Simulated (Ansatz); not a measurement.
# BaFe2S4: the cost of one run

Method: DFT PBEsol, scalar-relativistic, plane waves, PAW, in Ansatz 0.2.0.

## 1. The system as given

Symmetry: I4, No. 79, tetragonal system. The conventional cell has a = 7.706 Å, b = 7.706 Å, c = 5.056 Å, α = 90.00°, β = 90.00°, γ = 90.00°. Ba (site symmetry 4) is surrounded by 12 S at 3.33 to 3.81 Å. Around Fe (site symmetry 2) lie 4 S at 2.14 to 2.16 Å. S (site symmetry 1) has 2 Fe at 2.14 to 2.16 Å as nearest neighbours.

Structure file:

```xyz
7
Lattice="-3.8530 3.8530 2.5282 3.8530 -3.8530 2.5282 3.8530 3.8530 -2.5282" Properties=species:S:1:pos:R:3 pbc="T T T"
Ba    0.0000    0.0000    4.7043
Fe    3.8530    0.0000    1.2556
Fe    0.0000    3.8530    1.2556
S    -0.8881    2.3632    2.5022
S     2.3632    0.8881    2.5022
S     1.4898    2.9649   -0.0260
S     4.7411    1.4898   -0.0260
```

(A quick probe on a coarse mesh, which set the mesh and smearing, is not shown.)

## 3. Coarse relaxation

Input file input.yaml:

```yaml
crystal:
  lattice:
    - [-3.853006, 3.853006, 2.528194]
    - [3.853006, -3.853006, 2.528194]
    - [3.853006, 3.853006, -2.528194]
  atoms:
    - { symbol: Ba, position: [0.93037, 0.93037, 0.0] }
    - { symbol: Fe, position: [0.248325, 0.748325, 0.5], spin: 0.73 }
    - { symbol: Fe, position: [0.748325, 0.248325, 0.5], spin: 0.73 }
    - { symbol: S, position: [0.801523, 0.379608, 0.191415] }
    - { symbol: S, position: [0.610108, 0.801523, 0.421915] }
    - { symbol: S, position: [0.379608, 0.188193, 0.578085] }
    - { symbol: S, position: [0.188193, 0.610108, 0.808585] }
basis:
  ecutwfc: 420
kpoints:
  mp_grid: { grid: [4, 4, 4] }
hamiltonian:
  xc: pbesol
scf:
  occupations: { method: gaussian, width: 0.1 }
  lower_state_search: "off"
output:
  forces: true
  stress: true
  eigenvalues: true
  populations: true
magnetization:
  spin_polarized: true
relax:
  adjacent_minimum: "off"
  f_tol: 0.04
  max_steps: 70
  cell: { stress_tol: 0.4 }
```

The run is started by

```console
$ ansatz run input.yaml --threads 1 --pin off --max-ram 2560MiB --backend cpu --events-out ev --progress --plain --runs-dir out
```

Q: Estimate wall time and peak memory on 1 thread of Intel Xeon Platinum 8259CL at 2.50GHz (Skylake/Cascade Lake), shared host.

About 5.1 min, with a peak of 0.74 GiB.
